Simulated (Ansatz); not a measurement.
# Co2Si3Ru: the cost of one run

Computed with Ansatz 0.2.0 (DFT PBE, scalar-relativistic, plane waves, PAW, unless a step's input says otherwise).

3 further runs of the same task are left out: 2 that didn't finish, 1 set aside as unsound or not needed.

### Step 1. The system as given

It takes space group P4/mmm (No. 123, tetragonal). Conventional cell: a = 2.889 Å, b = 2.889 Å, c = 8.206 Å, α = 90.00°, β = 90.00°, γ = 90.00°. Co (site symmetry 4mm) has 8 Si at 2.42 to 2.43 Å and 1 Co at 2.61 Å as nearest neighbours. Around Si (site symmetry 4/mmm) lie 8 Co at 2.42 Å and 2 Si at 2.62 Å. Around Si (site symmetry 4mm) lie 4 Co at 2.43 Å and 4 Ru at 2.52 Å and 1 Si at 2.62 Å. Around Ru (site symmetry 4/mmm) lie 8 Si at 2.52 Å and 2 Co at 2.80 Å and 4 Ru at 2.89 Å.

Structure file:

```
CELL_PARAMETERS angstrom
2.88877 0.00000 0.00000
0.00000 2.88877 0.00000
0.00000 0.00000 8.20592
ATOMIC_POSITIONS crystal
Co 0.00000 0.00000 0.84080
Co 0.00000 0.00000 0.15920
Si 0.50000 0.50000 0.00000
Si 0.50000 0.50000 0.31919
Si 0.50000 0.50000 0.68081
Ru 0.00000 0.00000 0.50000
```

The cell was relaxed beforehand at this level, from a generated guess; it is a trial structure. At a tolerance of 0.05 Å it has space group P4/mmm (No. 123); it has 11.41 Å³/atom, an uncorrected energy of -0.46 eV/atom over the elements.

### Step 2. Electronic structure at the relaxed geometry

input.yaml

```yaml
crystal:
  lattice:
    - [2.8887670124, 0.0, 0.0]
    - [0.0, 2.8887670124, 0.0]
    - [0.0, 0.0, 8.2059214018]
  atoms:
    - { symbol: Co, position: [0.0, 0.0, 0.8408008803] }
    - { symbol: Co, position: [0.0, 0.0, 0.1591991197] }
    - { symbol: Si, position: [0.5, 0.5, 0.0] }
    - { symbol: Si, position: [0.5, 0.5, 0.3191921316] }
    - { symbol: Si, position: [0.5, 0.5, 0.6808078684] }
    - { symbol: Ru, position: [0.0, 0.0, 0.5] }
basis:
  ecutwfc: 420
kpoints:
  mp_grid: { grid: [14, 14, 6] }
  band_path:
    path:
      - [[0.0, 0.0, 0.0], [0.0, 0.5, 0.0], [0.5, 0.5, 0.0], [0.0, 0.0, 0.0], [0.0, 0.0, 0.5], [0.0, 0.5, 0.5], [0.5, 0.5, 0.5], [0.0, 0.0, 0.5]]
      - [[0.0, 0.5, 0.0], [0.0, 0.5, 0.5]]
      - [[0.5, 0.5, 0.0], [0.5, 0.5, 0.5]]
    npoints: 14
hamiltonian:
  xc: pbe
scf:
  occupations: { method: gaussian, width: 0.1 }
  n_extra_bands: 15
output:
  forces: true
  stress: true
  eigenvalues: true
  populations: true
  dos: { projected: true, de: 0.02, nscf_kmesh: { grid: [17, 17, 8] } }
  bader: true
  write_density: true
  write_potential: true
  elf: true
  volumetric_format: npy
```

Run with:

```sh
ansatz run input.yaml --threads 1 --pin off --max-ram 2560MiB --backend cpu --events-out ev --progress --plain --runs-dir out
```

**Question.** How long does this run take on 1 thread of Arm Neoverse V2, shared host, and how much memory does it need?

About 1.8 min, with a peak of 0.69 GiB.
